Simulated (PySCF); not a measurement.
# C6H12BN: a tour of settings, part 2 of 3

PySCF 2.14.0. Atoms count from 0. The steps go on from the part before.

## (5) Indirect couplings: B97-D/def2-SVPD

What the job is given:

```
{"job": {"kind": "j", "xc": "B97-D", "basis": "def2-SVPD", "scf": {"guess": "atom", "conv": 1e-07}}, "charge": 0, "multiplicity": 1}
B      2.365632    -0.494535    -0.640696
N      1.301393     0.226321    -0.156066
C      0.402233     1.073325    -0.916688
C     -0.984079     0.815302    -0.324065
C     -1.630428    -0.516339    -0.741765
C     -1.289870    -1.115556     0.631425
C     -0.702377     0.234354     1.079009
C      0.818917     0.251105     1.211068
H      2.991232    -1.155344     0.099152
H      2.622113    -0.436130    -1.783249
H      0.674062     2.128789    -0.773262
H      0.462360     0.841349    -1.979393
H     -1.631124     1.688374    -0.389994
H     -1.147683    -1.005108    -1.585420
H     -2.698085    -0.442295    -0.938757
H     -0.552810    -1.915397     0.594499
H     -2.148844    -1.450537     1.208715
H     -1.205090     0.702191     1.923377
H      1.206961    -0.597683     1.772960
H      1.140338     1.178493     1.706113
```

With the program's defaults for keys left out, this is: B97-D/def2-SVPD indirect spin-spin coupling, non-relativistic, gas phase.

The program printed:

```text
final grid: 153912 points
cycle   1  E = -314.4079831786  dE =  2.303e+00  |g| = 1.460e+00  |ddm| = 1.217e+01
cycle   2  E = -312.3862622061  dE =  2.022e+00  |g| = 3.112e+00  |ddm| = 1.272e+01
cycle   3  E = -314.9503055757  dE = -2.564e+00  |g| = 4.225e-01  |ddm| = 1.159e+01
cycle   4  E = -314.9809914359  dE = -3.069e-02  |g| = 2.684e-01  |ddm| = 1.657e+00
cycle   5  E = -314.9967446608  dE = -1.575e-02  |g| = 7.492e-02  |ddm| = 6.037e-01
cycle   6  E = -314.9980119778  dE = -1.267e-03  |g| = 1.840e-02  |ddm| = 2.541e-01
cycle   7  E = -314.9980962577  dE = -8.428e-05  |g| = 5.587e-03  |ddm| = 5.479e-02
cycle   8  E = -314.9981038999  dE = -7.642e-06  |g| = 1.528e-03  |ddm| = 1.836e-02
cycle   9  E = -314.9981045071  dE = -6.072e-07  |g| = 3.677e-04  |ddm| = 4.888e-03
cycle  10  E = -314.9981045367  dE = -2.958e-08  |g| = 1.566e-04  |ddm| = 1.464e-03
converged SCF energy = -314.9981045367

Indirect spin-spin couplings (Hz)
  i      j    bonds     total        FC       PSO       DSO        SD
  0 B    1 N    1    -70.274   -72.479     2.823    -0.108    -0.510
  0 B    2 C    2      3.675     3.883    -0.142    -0.066     0.001
  0 B    3 C    3      4.118     4.165     0.062    -0.091    -0.018
  0 B    4 C    4     -0.207    -0.193     0.020    -0.033     0.000
  0 B    5 C    4     -0.198    -0.188     0.015    -0.028     0.002
  0 B    6 C    3      4.162     4.204     0.067    -0.089    -0.020
  0 B    7 C    2      3.505     3.714    -0.145    -0.066     0.001
  0 B    8 H    1    180.158   179.970    -1.123     0.807     0.505
  0 B    9 H    1    179.734   179.544    -1.123     0.806     0.507
  0 B   10 H    3      4.695     4.938     0.190    -0.419    -0.014
  0 B   11 H    3      3.253     3.491    -0.232     0.030    -0.036
  0 B   13 H    5      0.225     0.174    -0.080     0.103     0.028
  0 B   15 H    5      0.294     0.208    -0.128     0.175     0.039
  0 B   18 H    3      3.178     3.418    -0.234     0.032    -0.037
  0 B   19 H    3      4.621     4.867     0.197    -0.428    -0.015
  1 N    2 C    1    -23.049   -22.697     0.264    -0.123    -0.494
  1 N    3 C    2     -0.753    -0.906     0.153    -0.029     0.029
  1 N    4 C    3      0.116     0.116    -0.004    -0.009     0.013
  1 N    5 C    3      0.037     0.034    -0.001    -0.013     0.016
  1 N    6 C    2     -0.796    -0.953     0.157    -0.030     0.031
  1 N    7 C    1    -23.125   -22.791     0.278    -0.123    -0.489
  1 N    8 H    2      2.155     1.554     0.564     0.022     0.015
  1 N    9 H    2      2.137     1.535     0.564     0.023     0.015
  1 N   10 H    2      3.665     3.728    -0.063    -0.007     0.006
  1 N   11 H    2      0.973     1.005    -0.015    -0.003    -0.013
  1 N   12 H    3     -3.449    -3.507    -0.089     0.153    -0.006
  1 N   15 H    4     -0.183    -0.175     0.065    -0.110     0.038
  1 N   17 H    3     -3.629    -3.690    -0.090     0.158    -0.006
  1 N   18 H    2      0.928     0.959    -0.016    -0.002    -0.014
  1 N   19 H    2      3.628     3.692    -0.063    -0.006     0.004
  2 C    3 C    1     74.162    74.489    -0.616     0.290         -
  2 C    4 C    2     -3.237    -3.118    -0.154     0.035         -
  2 C    5 C    3      1.239     1.259     0.007    -0.028         -
  2 C    6 C    2     -3.560    -3.466    -0.149     0.056         -
  2 C    7 C    2      7.419     7.585    -0.205     0.038         -
  2 C    8 H    3      8.599     8.777     0.205    -0.382         -
  2 C    9 H    3      7.091     7.116    -0.097     0.071         -
  2 C   10 H    1    157.748   156.384     0.284     1.080         -
  2 C   11 H    1    166.217   164.982     0.156     1.080         -
  2 C   12 H    2     -2.626    -2.527    -0.075    -0.024         -
  2 C   13 H    3      7.630     7.599    -0.211     0.241         -
  2 C   14 H    3      5.759     5.876     0.188    -0.305         -
  2 C   15 H    4     -0.197    -0.142     0.064    -0.119         -
  2 C   16 H    4     -0.303    -0.190     0.288    -0.401         -
  2 C   17 H    3      3.242     3.359     0.207    -0.324         -
  2 C   18 H    3      8.371     8.542     0.326    -0.497         -
  2 C   19 H    3      0.329     0.381    -0.041    -0.012         -
  3 C    4 C    1     64.755    63.779     0.712     0.264         -
  3 C    5 C    2    -18.301   -18.199    -0.173     0.071         -
  3 C    6 C    1     62.290    61.400     0.590     0.299         -
  3 C    7 C    2     -3.314    -3.212    -0.157     0.055         -
  3 C    8 H    4     -0.223    -0.156     0.197    -0.264         -
  3 C    9 H    4     -0.524    -0.473     0.122    -0.173         -
  3 C   10 H    2     -5.427    -5.311    -0.169     0.053         -
  3 C   11 H    2     -5.888    -5.870    -0.023     0.005         -
  3 C   12 H    1    167.464   165.940     0.349     1.175         -
  3 C   13 H    2     -7.669    -7.936     0.307    -0.039         -
  3 C   14 H    2     -6.676    -6.849     0.228    -0.056         -
  3 C   15 H    3      2.743     2.935     0.068    -0.261         -
  3 C   16 H    3      3.456     3.645     0.122    -0.310         -
  3 C   17 H    2     -5.514    -5.684     0.236    -0.067         -
  3 C   18 H    3      9.168     9.300     0.256    -0.388         -
  3 C   19 H    3      1.856     1.887     0.051    -0.082         -
  4 C    5 C    1     62.442    61.287     0.926     0.230         -
  4 C    6 C    2    -17.747   -17.643    -0.175     0.071         -
  4 C    7 C    3      2.223     2.246     0.013    -0.036         -
  4 C   10 H    3      8.458     8.592     0.249    -0.382         -
  4 C   11 H    3      8.272     8.220    -0.091     0.143         -
  4 C   12 H    2     -5.357    -5.488     0.258    -0.128         -
  4 C   13 H    1    158.465   156.963     0.526     0.976         -
  4 C   14 H    1    161.817   160.266     0.629     0.922         -
  4 C   15 H    2     -7.476    -7.670     0.305    -0.110         -
  4 C   16 H    2     -7.435    -7.622     0.351    -0.164         -
  4 C   17 H    3      3.579     3.745     0.162    -0.328         -
  4 C   18 H    4     -0.502    -0.427     0.181    -0.256         -
  4 C   19 H    4     -0.512    -0.400     0.281    -0.394         -
  5 C    6 C    1     64.372    63.400     0.707     0.266         -
  5 C    7 C    2     -3.353    -3.255    -0.134     0.036         -
  5 C   10 H    4     -0.558    -0.445     0.285    -0.398         -
  5 C   11 H    4     -0.476    -0.410     0.157    -0.223         -
  5 C   12 H    3      5.181     5.367     0.179    -0.366         -
  5 C   13 H    2     -7.039    -7.231     0.319    -0.127         -
  5 C   14 H    2     -7.827    -8.021     0.345    -0.151         -
  5 C   15 H    1    157.698   156.185     0.518     0.995         -
  5 C   16 H    1    162.745   161.204     0.618     0.923         -
  5 C   17 H    2     -5.367    -5.504     0.261    -0.124         -
  5 C   18 H    3      7.844     7.791    -0.081     0.133         -
  5 C   19 H    3      8.554     8.686     0.258    -0.390         -
  6 C    7 C    1     73.792    74.151    -0.649     0.290         -
  6 C    8 H    4     -0.557    -0.508     0.121    -0.171         -
  6 C    9 H    4     -0.308    -0.242     0.196    -0.262         -
  6 C   10 H    3      1.390     1.425     0.072    -0.107         -
  6 C   11 H    3      8.528     8.657     0.249    -0.378         -
  6 C   12 H    2     -5.456    -5.622     0.236    -0.071         -
  6 C   13 H    3      4.284     4.494     0.101    -0.312         -
  6 C   14 H    3      2.141     2.306     0.095    -0.260         -
  6 C   15 H    2     -8.195    -8.476     0.299    -0.017         -
  6 C   16 H    2     -6.308    -6.474     0.233    -0.067         -
  6 C   17 H    1    167.230   165.708     0.344     1.179         -
  6 C   18 H    2     -5.922    -5.898    -0.029     0.005         -
  6 C   19 H    2     -5.369    -5.255    -0.163     0.049         -
  7 C    8 H    3      7.152     7.179    -0.100     0.073         -
  7 C    9 H    3      8.663     8.841     0.205    -0.383         -
  7 C   10 H    3      0.294     0.350    -0.035    -0.020         -
  7 C   11 H    3      8.242     8.413     0.324    -0.495         -
  7 C   12 H    3      2.570     2.686     0.186    -0.302         -
  7 C   14 H    4     -0.265    -0.155     0.286    -0.396         -
  7 C   15 H    3      7.612     7.575    -0.228     0.265         -
  7 C   16 H    3      4.509     4.616     0.179    -0.286         -
  7 C   17 H    2     -2.341    -2.244    -0.065    -0.032         -
  7 C   18 H    1    166.485   165.248     0.157     1.080         -
  7 C   19 H    1    157.959   156.594     0.283     1.082         -
  8 H    9 H    2      0.764     1.478     1.169    -1.883         -
  8 H   10 H    4     -1.956    -1.548     0.956    -1.365         -
  8 H   11 H    4     -0.763    -0.319     0.787    -1.231         -
  8 H   14 H    6     -0.263     0.015     0.757    -1.035         -
  8 H   15 H    6      0.249     0.088    -0.494     0.654         -
  8 H   16 H    6     -0.192     0.010     0.569    -0.771         -
  8 H   18 H    4      0.195    -0.199    -1.068     1.461         -
  8 H   19 H    4     -1.548    -1.371     0.435    -0.612         -
  9 H   10 H    4     -1.567    -1.396     0.419    -0.589         -
  9 H   11 H    4      0.171    -0.219    -1.058     1.448         -
  9 H   13 H    6      0.179     0.044    -0.407     0.542         -
  9 H   14 H    6     -0.205     0.013     0.609    -0.826         -
  9 H   16 H    6     -0.272     0.001     0.741    -1.014         -
  9 H   18 H    4     -0.723    -0.278     0.788    -1.233         -
  9 H   19 H    4     -1.907    -1.496     0.964    -1.375         -
 10 H   11 H    2    -13.144   -12.761     1.457    -1.840         -
 10 H   12 H    3      4.623     4.429    -0.322     0.515         -
 10 H   13 H    4     -0.398     0.004     1.004    -1.407         -
 10 H   15 H    5     -0.377     0.036     1.143    -1.557         -
 10 H   16 H    5     -0.354     0.072     1.193    -1.618         -
 10 H   17 H    4     -0.459    -0.234     0.551    -0.776         -
 10 H   18 H    4     -1.077    -0.537     1.366    -1.907         -
 10 H   19 H    4     -0.310    -0.563    -0.724     0.977         -
 11 H   12 H    3      0.121     0.437     0.769    -1.084         -
 11 H   13 H    4      0.163    -0.361    -1.372     1.896         -
 11 H   14 H    4     -0.380    -0.157     0.562    -0.785         -
 11 H   16 H    5     -0.376     0.033     1.105    -1.513         -
 11 H   17 H    4     -0.997    -0.425     1.446    -2.019         -
 11 H   18 H    4     -0.210     0.318     1.451    -1.979         -
 11 H   19 H    4     -1.082    -0.538     1.369    -1.912         -
 12 H   13 H    3      1.874     2.419     1.381    -1.927         -
 12 H   14 H    3      6.359     6.195    -0.121     0.284         -
 12 H   15 H    4     -1.353    -0.667     1.567    -2.253         -
 12 H   17 H    3      5.044     4.943    -0.036     0.137         -
 12 H   18 H    4     -1.007    -0.440     1.430    -1.996         -
 12 H   19 H    4     -0.398    -0.211     0.445    -0.632         -
 13 H   14 H    2    -13.224   -12.850     1.784    -2.159         -
 13 H   15 H    3      6.478     6.273    -0.231     0.436         -
 13 H   16 H    3      3.017     3.611     1.459    -2.053         -
 13 H   17 H    4     -1.315    -0.633     1.564    -2.246         -
 13 H   19 H    5     -0.396     0.017     1.153    -1.566         -
 14 H   15 H    3      4.147     4.778     1.540    -2.171         -
 14 H   16 H    3      6.932     6.787    -0.027     0.172         -
 14 H   18 H    5     -0.368     0.037     1.105    -1.510         -
 14 H   19 H    5     -0.291     0.116     1.147    -1.553         -
 15 H   16 H    2    -13.322   -12.953     1.761    -2.131         -
 15 H   17 H    3      2.631     3.214     1.461    -2.044         -
 15 H   19 H    4     -0.435    -0.012     1.053    -1.476         -
 16 H   17 H    3      6.279     6.125    -0.101     0.255         -
 16 H   18 H    4     -0.351    -0.171     0.452    -0.633         -
 16 H   19 H    4     -0.240     0.161     1.087    -1.488         -
 17 H   18 H    3      0.159     0.449     0.717    -1.008         -
 17 H   19 H    3      4.213     4.051    -0.253     0.414         -
 18 H   19 H    2    -12.916   -12.529     1.470    -1.857         -
```

It took 61 s on 1 thread of Intel Xeon Platinum 8488C, shared host; peak memory 0.8 GiB.

The basis is not made for couplings: without tight functions at the nuclei these values are rough.

Couplings of 1 Hz or more, nine at most for each number of bonds, with means over like pairs (isotopes 11B, 13C, 1H, 15N):

```tsv
pair	bonds	J (Hz)	Fermi contact (Hz)	dihedral (°)
B0–H8	1	179.9	179.8	–
C3–H12	1	167.3	165.8	–
C2–H11	1	166.4	165.1	–
C4–H14	1	162.3	160.7	–
C4–H13	1	158.1	156.6	–
C2–H10	1	157.9	156.5	–
C2–C3	1	74.0	74.3	–
B0–N1	1	-70.3	-72.5	–
C3–C4	1	64.6	63.6	–
C3–C5	2	-18.0	-17.9	–
H13–H14	2	-13.3	-12.9	–
H10–H11	2	-13.0	-12.6	–
C3–H13	2	-7.9	-8.2	–
C4–H16	2	-7.6	-7.8	–
C2–C7	2	7.4	7.6	–
C4–H15	2	-7.3	-7.5	–
C3–H14	2	-6.5	-6.7	–
C3–H11	2	-5.9	-5.9	–
C3–H18	3	8.8	9.0	-145
C4–H10	3	8.5	8.6	166
C2–H18	3	8.3	8.5	161
C4–H11	3	8.1	8.0	45
C2–H8	3	7.9	8.0	–
C2–H13	3	7.6	7.6	-14
H14–H16	3	6.9	6.8	4
H13–H15	3	6.5	6.3	4
H12–H14	3	6.3	6.2	-7
H8–H10	4	-1.7	-1.5	–
H12–H15	4	-1.3	-0.7	–
H10–H18	4	-1.1	-0.5	–
H11–H17	4	-1.0	-0.4	–
```

The spin-dipole term was solved for some atoms only; pairs without it lack that part.

Quadrupole couplings from the field gradients of the same density:

```tsv
atom	isotope	eQq/h (MHz)	η
B0	11B	3.483	0.09
N1	14N	2.541	0.91
```

Joined with the shifts from before (PBE0/pcSseg-1, scaled to CDCl3 for protons on carbon, raw for the others), the couplings predict the line list below for 600 MHz. Couplings to quadrupolar nuclei are left out.

¹H NMR δ 4.84 (br, 2H), 3.46 (ddq, J = 13.0, 4.4, 1.5 Hz, 2H), 3.32 (dt, J = 13.0, 1.0 Hz, 2H), 2.58 (m, 2H), 2.19 (ddd, J = 13.3, 6.3, 3.6 Hz, 2H), 1.54 (m, 2H). The letters are first-order; like nuclei with unlike couplings give more lines.

[end of part 2 of 3]
